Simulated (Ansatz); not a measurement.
# AsH3+ (doublet): correlated methods under varied settings at distance As1–H3 = 1.497 Å

What do other methods and options give for AsH3+ (doublet) at this geometry, and how long do they take?

Program: Ansatz 0.2.0, Gaussian basis. Level of theory: the settings change from run to run. These are calculated values, not measurements.

15 further runs of the same task are left out: 1 for a known fault of the program, 10 that didn't finish, 4 set aside as unsound or not needed.

## Step 1: What is computed

The geometry derives from a PBE0/def2-TZVP stationary point (not a proven minimum). One bond is set to the value named and the two fragments are kept rigid. No spin-orbit coupling is included. The filled d shell of As may be among the frozen orbitals whatever the setting's name suggests; the logs give the count.

4 atoms, charge 1, spin multiplicity 2.

Atoms are counted from 1 here; the program's logs count them from 0.

Bond lengths: As1–H2 1.497 Å, As1–H3 1.497 Å, As1–H4 1.497 Å. Angles: H2–As1–H3 112.5°, H2–As1–H4 112.5°, H3–As1–H4 112.5°.

## Step 2: MRCISD+Q(relaxed)(1,3)/6-31G

in.yaml

```yaml
crystal:
  periodic: [false, false, false]
  atoms:
    - {symbol: As, position_ang: [0.000054, -0.000013, -0.016190]}
    - {symbol: H, position_ang: [1.436166, 0.013750, 0.405932]}
    - {symbol: H, position_ang: [-0.731713, 1.238539, 0.397694]}
    - {symbol: H, position_ang: [-0.708471, -1.251307, 0.399802]}
basis:
  gaussian: {orbitals: 6-31G}
total_charge: 1
magnetization: {spin_polarized: false, initial_magnetization: 1}
correlation: {method: fic_mrcisd_q_relaxed, electrons: outside_noble_gas, active_space: {window: {electrons: 1, orbitals: 3}}}
```

On the command line:

```sh
ansatz run in.yaml --threads 1 --pin off --events-out ev --progress --plain --max-ram 2393MiB
```

Standard output:

```text
Functional definition: HF
  name "HF"
  cite "Fock, Z. Phys. 61, 126 (1930) doi:10.1007/BF01340294"
  parent pbe
  exchange = exact_x
  correlation = 0
346 factors; integrals over basis functions are off by at most 4.2e-4 eV
mean field evaluation 1: about -60823.7057 eV, gradient 8.1e0 eV
mean field evaluation 2: about -60823.7472 eV, gradient 8.2e0 eV
mean field evaluation 4: about -60824.0461 eV, gradient 1.0e0 eV
mean field evaluation 8: about -60824.0475 eV, gradient 1.4e-4 eV
mean field -60824.04753532 eV, -2235.2425189030 hartree, gradient 9.0e-7 eV, S^2 0.750000; 0 other end points of the search recorded, 0 dependent functions left out
reference -60824.04753532 eV, -2235.2425189030 hartree; 18, 17 occupied and 17, 18 virtual orbitals, 346 factors
state -60824.04753532 eV, -2235.2425189030 hartree
contracted CI cycle   1: correlation 0.00000000 eV, 0.0000000000 hartree, residual 1.00e1 eV
contracted CI cycle   2: correlation -1.86869007 eV, -0.0686730935 hartree, residual 2.03e0 eV
contracted CI cycle   3: correlation -1.95018144 eV, -0.0716678462 hartree, residual 4.67e-1 eV
contracted CI cycle   4: correlation -1.95369841 eV, -0.0717970923 hartree, residual 1.08e-1 eV
contracted CI cycle   5: correlation -1.95394914 eV, -0.0718063065 hartree, residual 3.55e-2 eV
contracted CI cycle   6: correlation -1.95397370 eV, -0.0718072091 hartree, residual 9.51e-3 eV
contracted CI cycle   7: correlation -1.95397552 eV, -0.0718072759 hartree, residual 2.65e-3 eV
contracted CI cycle   8: correlation -1.95397567 eV, -0.0718072815 hartree, residual 6.69e-4 eV
state -60824.04753532 eV, -2235.2425189030 hartree; corrected -60826.10140318 eV, -2235.3179971547 hartree
WARN: 2 active orbitals are nearly empty or full. The corrections depend on them more than the energy does, and are more stable in an active space without them
Total energy: -60826.10140318 eV, -2235.3179971547 hartree
```

Run time: 0.72 s. Hardware: 1 thread of Arm Neoverse V2, shared host.

From the report: 3 determinants; active occupations 1.00, 0.00, 0.00. The report marks this result as in doubt.

## Step 3: HF/cc-pVDZ

in.yaml, as its differences from that of step 2:

```diff
@@ -8,5 +8,6 @@
 basis:
-  gaussian: {orbitals: 6-31G}
+  gaussian: {orbitals: cc-pVDZ}
 total_charge: 1
 magnetization: {spin_polarized: false, initial_magnetization: 1}
-correlation: {method: fic_mrcisd_q_relaxed, electrons: outside_noble_gas, active_space: {window: {electrons: 1, orbitals: 3}}}
+hamiltonian: {xc: hf}
+output: {orbitals: {seedname: orbitals}}
```

The command is unchanged.

Standard output:

```text
Functional definition: HF
  name "HF"
  cite "Fock, Z. Phys. 61, 126 (1930) doi:10.1007/BF01340294"
  parent pbe
  exchange = exact_x
  correlation = 0
455 factors; integrals over basis functions are off by at most 1.2e-3 eV
mean field evaluation 1: about -60832.8628 eV, gradient 8.6e0 eV
mean field evaluation 2: about -60832.8645 eV, gradient 8.6e0 eV
mean field evaluation 4: about -60833.3113 eV, gradient 5.4e-1 eV
mean field evaluation 8: about -60833.3143 eV, gradient 1.4e-5 eV
mean field -60833.31433547 eV, -2235.5830675270 hartree, gradient 2.4e-5 eV, S^2 0.750000; 0 other end points of the search recorded, 0 dependent functions left out
reference -60833.31433547 eV, -2235.5830675270 hartree; 18, 17 occupied and 24, 25 virtual orbitals, 455 factors
Total energy: -60833.31433547 eV, -2235.5830675270 hartree
```

Run time: 0.3 s. Hardware: 1 thread of Arm Neoverse V2, shared host.

## Step 4: CCSDT(Q)/B on ROHF/def2-mTZVP

in.yaml, as its differences from that of step 3:

```diff
@@ -8,6 +8,5 @@
 basis:
-  gaussian: {orbitals: cc-pVDZ}
+  gaussian: {orbitals: def2-mTZVP}
 total_charge: 1
 magnetization: {spin_polarized: false, initial_magnetization: 1}
-hamiltonian: {xc: hf}
-output: {orbitals: {seedname: orbitals}}
+correlation: {method: ccsdt_q_b, electrons: outside_noble_gas}
```

The command is unchanged.

Standard output, shortened:

```text
Functional definition: HF
  name "HF"
  cite "Fock, Z. Phys. 61, 126 (1930) doi:10.1007/BF01340294"
  parent pbe
[...]
699 factors; integrals over basis functions are off by at most 1.9e-7 eV
[...]
mean field -60833.86235349 eV, -2235.6032068180 hartree, gradient 2.7e-6 eV, S^2 0.750000; 1 other end points of the search recorded, 0 dependent functions left out
[...]
14 core orbitals not correlated: weight in the atoms' cores, before any rotation towards them, 1.000 or more for the frozen orbitals, at most 0.000 for the correlated occupied ones
reference -60833.86235349 eV, -2235.6032068180 hartree; 4, 3 occupied and 27, 28 virtual orbitals, 699 factors
second order -2.28413449 eV of doubles, -0.03446312 eV of singles
cycle   1  -2.75027484 eV  change   -4.3e-1 eV  update   5.7e-2
[...]
cycle  12  -3.03238326 eV  change    2.1e-7 eV  update   5.0e-7
perturbative correction -0.00110929 eV, -0.0000407656 hartree
Total energy: -60836.89584604 eV, -2235.7146856130 hartree
```

Run time: 6.5 s. Hardware: 1 thread of Arm Neoverse V2, shared host.

From the report: correlation -3.0335 eV; T1 0.017; largest double amplitude 0.04.

## Step 5: BCCD(T) on UHF/cc-pVDZ

in.yaml, as its differences from that of step 4:

```diff
@@ -8,5 +8,7 @@
 basis:
-  gaussian: {orbitals: def2-mTZVP}
+  gaussian: {orbitals: cc-pVDZ}
 total_charge: 1
-magnetization: {spin_polarized: false, initial_magnetization: 1}
-correlation: {method: ccsdt_q_b, electrons: outside_noble_gas}
+magnetization: {spin_polarized: true, initial_magnetization: 1}
+correlation: {method: bccd_t, electrons: outside_noble_gas, diis_vectors: 12}
+accuracy: high
+output: {forces: true}
```

Launched as before.

Standard output, shortened:

```text
Functional definition: HF
  name "HF"
  cite "Fock, Z. Phys. 61, 126 (1930) doi:10.1007/BF01340294"
  parent pbe
[...]
874 factors; integrals over basis functions are off by at most 4.5e-9 eV
[...]
mean field -60833.37300916 eV, -2235.5852237454 hartree, gradient 2.0e-8 eV, S^2 0.755377; 0 other end points of the search recorded, 0 dependent functions left out
14 core orbitals not correlated: weight in the atoms' cores, before any rotation towards them, 1.000 or more for the frozen orbitals, at most 0.000 for the correlated occupied ones
reference -60833.37300916 eV, -2235.5852237454 hartree; 4, 3 occupied and 24, 25 virtual orbitals, 874 factors
second order -2.62735035 eV of doubles, -0.00000000 eV of singles
cycle   1  -3.13075503 eV  change   -5.0e-1 eV  update   5.0e-2
[...]
cycle  19  -3.31397835 eV  change   1.1e-10 eV  update  5.9e-10
perturbative correction -0.06693382 eV, -0.0024597726 hartree
[...]
Total energy: -60836.75392133 eV, -2235.7094699759 hartree
Atom 0 at     0.000054    -0.000013    -0.016190 Å, force     0.000179    -0.000043    -0.052444 eV/Å
Atom 1 at     1.436166     0.013750     0.405932 Å, force     0.045559     0.000440     0.017633 eV/Å
Atom 2 at    -0.731713     1.238539     0.397694 Å, force    -0.023237     0.039308     0.017372 eV/Å
Atom 3 at    -0.708471    -1.251307     0.399802 Å, force    -0.022500    -0.039705     0.017439 eV/Å
Dipole moment:    -0.000333     0.000081     0.099703 e Å
```

Wall time 3.4 s (1 thread of Arm Neoverse V2, shared host).

From the report: ⟨S²⟩ of the determinant 0.755 (pure doublet: 0.75); correlation -3.3809 eV; largest double amplitude 0.04.

## Step 6: CCSD(T) on ROHF/def2-SVP

in.yaml

```yaml
crystal:
  periodic: [false, false, false]
  atoms:
    - {symbol: As, position_ang: [0.000054, -0.000013, -0.016190]}
    - {symbol: H, position_ang: [1.436166, 0.013750, 0.405932]}
    - {symbol: H, position_ang: [-0.731713, 1.238539, 0.397694]}
    - {symbol: H, position_ang: [-0.708471, -1.251307, 0.399802]}
basis:
  gaussian: {orbitals: def2-SVP}
total_charge: 1
magnetization: {spin_polarized: false, initial_magnetization: 1}
correlation: {method: ccsd_t, electrons: all}
accuracy: high
scf: {lower_state_search: off}
```

The command is unchanged.

Standard output, shortened:

```text
Functional definition: HF
  name "HF"
  cite "Fock, Z. Phys. 61, 126 (1930) doi:10.1007/BF01340294"
  parent pbe
[...]
890 factors; integrals over basis functions are off by at most 4.2e-9 eV
[...]
mean field -60826.57350324 eV, -2235.3353465117 hartree, gradient 2.4e-8 eV, S^2 0.750000; 0 other end points of the search recorded, 0 dependent functions left out
reference -60826.57350324 eV, -2235.3353465117 hartree; 18, 17 occupied and 29, 30 virtual orbitals, 890 factors
second order -7.13816964 eV of doubles, -0.03919456 eV of singles
cycle   1  -7.11781047 eV  change    6.0e-2 eV  update   6.1e-2
[...]
cycle  19  -7.42953207 eV  change    1.6e-9 eV  update   2.4e-9
perturbative correction -0.18591808 eV, -0.0068323636 hartree
Total energy: -60834.18895339 eV, -2235.6152091429 hartree
Checks for a lower state left out: stability, starts, cluster_reference, orbital_swaps, neighbouring_geometries, increment
```

It took 6 s on 1 thread of Arm Neoverse V2, shared host; peak memory 0.26 GiB.

From the report: correlation -7.6155 eV; T1 0.008; largest double amplitude 0.04.

## Step 7: All runs side by side

Where basis and cores are those of an earlier FCI/6-31G run (-60826.0908 eV), and the state is the same kind, the miss against it is given. † marks a result that the program doubts.

| level | correlated | functions | energy (eV) | from FCI (meV) | time |
| --- | --- | --- | --- | --- | --- |
| MRCISD+Q(relaxed)(1,3)/6-31G † | outside noble gas | 35 | -60826.1014 | -10.6 | 0.72 s |
| HF/cc-pVDZ |  | 42 | -60833.3143 |  | 0.3 s |
| CCSDT(Q)/B on ROHF/def2-mTZVP | outside noble gas | 45 | -60836.8958 |  | 6.5 s |
| BCCD(T) on UHF/cc-pVDZ | outside noble gas | 42 | -60836.7539 |  | 3.4 s |
| CCSD(T) on ROHF/def2-SVP | all | 47 | -60834.1890 |  | 6 s |

## Step 8: Outcome

```
quantity                                 value
    runs                                     5
quickest                     HF/cc-pVDZ, 0.3 s
 slowest  CCSDT(Q)/B on ROHF/def2-mTZVP, 6.5 s
```

What this shows: Total energies in different bases, with other cores or another treatment of relativity can't be set against each other. CCSDT(Q)/B on ROHF/def2-mTZVP took 22 times as long as HF/cc-pVDZ; the jobs differ in more than the method.
